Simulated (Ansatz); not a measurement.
# Au2S: relaxation and properties

The task here is to estimate one member of a computed series from the others.

Method: DFT PBEsol, scalar-relativistic, plane waves, PAW, in Ansatz 0.2.0.

### The system as given

Symmetry: Pn-3m, No. 224, cubic system. The conventional cell has a = 5.021 Å, b = 5.021 Å, c = 5.021 Å, α = 90.00°, β = 90.00°, γ = 90.00°. S (site symmetry -43m) has 4 Au at 2.17 Å as nearest neighbours. Au (site symmetry -3m) has 2 S at 2.17 Å as nearest neighbours.

Coordinates:

```
CELL_PARAMETERS angstrom
5.02057 0.00000 0.00000
0.00000 5.02057 0.00000
0.00000 0.00000 5.02057
ATOMIC_POSITIONS crystal
S 0.00000 0.00000 0.00000
S 0.50000 0.50000 0.50000
Au 0.25000 0.25000 0.25000
Au 0.25000 0.75000 0.75000
Au 0.75000 0.75000 0.25000
Au 0.75000 0.25000 0.75000
```

Source of the structure: the Crystallography Open Database.

Set-up of the first run:

(A quick probe on a coarse mesh, which set the mesh and smearing, is not shown.)

Contents of input.yaml:

```yaml
crystal:
  lattice:
    - [5.02057, 0.0, 0.0]
    - [0.0, 5.02057, 0.0]
    - [0.0, 0.0, 5.02057]
  atoms:
    - { symbol: S, position: [0.0, 0.0, 0.0] }
    - { symbol: S, position: [0.5, 0.5, 0.5] }
    - { symbol: Au, position: [0.25, 0.25, 0.25] }
    - { symbol: Au, position: [0.25, 0.75, 0.75] }
    - { symbol: Au, position: [0.75, 0.75, 0.25] }
    - { symbol: Au, position: [0.75, 0.25, 0.75] }
basis:
  ecutwfc: 420
kpoints:
  mp_grid: { grid: [4, 4, 4] }
hamiltonian:
  xc: pbesol
scf:
  occupations: { method: gaussian, width: 0.1 }
output:
  forces: true
  stress: true
  eigenvalues: true
relax:
  adjacent_minimum: "off"
  f_tol: 0.05
  max_steps: 80
  cell: { stress_tol: 0.5 }
```

On the command line:

```
ansatz run input.yaml --threads 2 --pin off --max-ram 5120MiB --backend cpu --events-out ev --progress --plain --runs-dir out
```

Steps of the session up to this table: Rough relaxation on the coarse mesh; Relaxing cell and atoms; Volume × 0.97; Volume × 1.03; Volume × 0.94; Volume × 1.06; The cell scaled to 0.91 of its volume; The cell scaled to 1.10 of its volume; Point at V/V0 = 0.88.

One of the session's tables, all rows but one given; the rest of the session is left out.

It belongs to the step «Energy against volume». 

```
volume (Å³/atom)  energy above the lowest point (meV/atom)  pressure (GPa)  gap on the mesh (eV)
          21.063                                     114.2           14.52                  1.28
          21.781                                         ?               ?                     ?
          22.499                                      24.9            5.93                  1.62
          23.218                                       5.8            2.69                  1.77
          23.936                                       0.0           -0.01                  1.91
          24.654                                       5.2           -2.25                  2.05
          25.372                                      19.6           -4.10                  1.89
          26.329                                      50.3           -6.09                  1.69
```

Q: Estimate the row for volume (Å³/atom) = 21.781 from the others.

Worked estimate for «energy above the lowest point (meV/atom)». A straight line through the neighbours (21.063, 114.2) and (22.499, 24.9) gives 114.2 + (24.9 − 114.2) × (21.781 − 21.063) / (22.499 − 21.063) = 69.5; a parabola fitted to 3 rows on both sides gives 61.0.

As computed: energy above the lowest point (meV/atom): 59.9; pressure (GPa): 9.83; gap on the mesh (eV): 1.45. In «energy above the lowest point (meV/atom)» the line misses by +9.6 and the parabola by +1.1.

Limits of these values: The gap on the mesh goes from 1.28 eV at the smallest volume to 1.69 eV at the largest, through a peak of 2.05 eV between.
